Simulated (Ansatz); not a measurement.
# CH4AlNO: the cost of one run

Program: Ansatz 0.2.0. Level of theory: RKS B3LYP-D4/def2-SVP. These are calculated values, not measurements.

## 1. The system as given

Bond lengths: C1–N2 1.471 Å, N2–Al3 1.789 Å, C1–O4 1.423 Å, Al3–O4 1.712 Å, C1–H5 1.096 Å, C1–H6 1.096 Å, N2–H7 1.008 Å, Al3–H8 1.499 Å. Angles: C1–N2–Al3 85.5°, C1–N2–H7 116.1°, Al3–N2–H7 158.4°, N2–C1–O4 103.5°, N2–C1–H5 112.8°, N2–C1–H6 112.8°, O4–C1–H5 109.2°, O4–C1–H6 109.2°, H5–C1–H6 109.0°, N2–Al3–O4 81.0°, N2–Al3–H8 142.8°, O4–Al3–H8 136.2°, C1–O4–Al3 89.9°.

Coordinates:

```xyz
8

C    -0.2544    0.7476   -0.4201
N     0.5922    0.2572    0.6783
Al    0.0025   -1.3683    0.2207
O    -0.8488   -0.4374   -0.9375
H     0.3208    1.2391   -1.2135
H    -1.0436    1.4269   -0.0780
H     1.1156    0.9566    1.1807
H     0.1157   -2.8217    0.5694
```

## 2. Preparing the start

Contents of input.yaml:

```yaml
crystal:
  periodic: [false, false, false]
  atoms:
    - { symbol: C, position_ang: [-0.25435, 0.74758, -0.42006] }
    - { symbol: "N", position_ang: [0.59219, 0.25719, 0.67832] }
    - { symbol: Al, position_ang: [0.00253, -1.36828, 0.22067] }
    - { symbol: O, position_ang: [-0.84881, -0.43744, -0.93745] }
    - { symbol: H, position_ang: [0.32076, 1.23915, -1.21354] }
    - { symbol: H, position_ang: [-1.04359, 1.42692, -0.07798] }
    - { symbol: H, position_ang: [1.11562, 0.95656, 1.18066] }
    - { symbol: H, position_ang: [0.11565, -2.82169, 0.56938] }
basis:
  gaussian: { orbitals: def2-SVP }
hamiltonian:
  xc: b3lyp
  dispersion: d4
relax:
  f_tol: 0.02
  max_steps: 40
scf:
  lower_state_search: "off"
```

On the command line:

```sh
$ ansatz run input.yaml --threads 1 --pin off --max-ram 2048MiB --backend cpu --events-out ev --progress --plain --runs-dir out
```

**Question.** How long does this run take on 1 thread of Arm Neoverse N1, shared host, and how much memory does it need?

About 26 s, with a peak of 0.15 GiB.
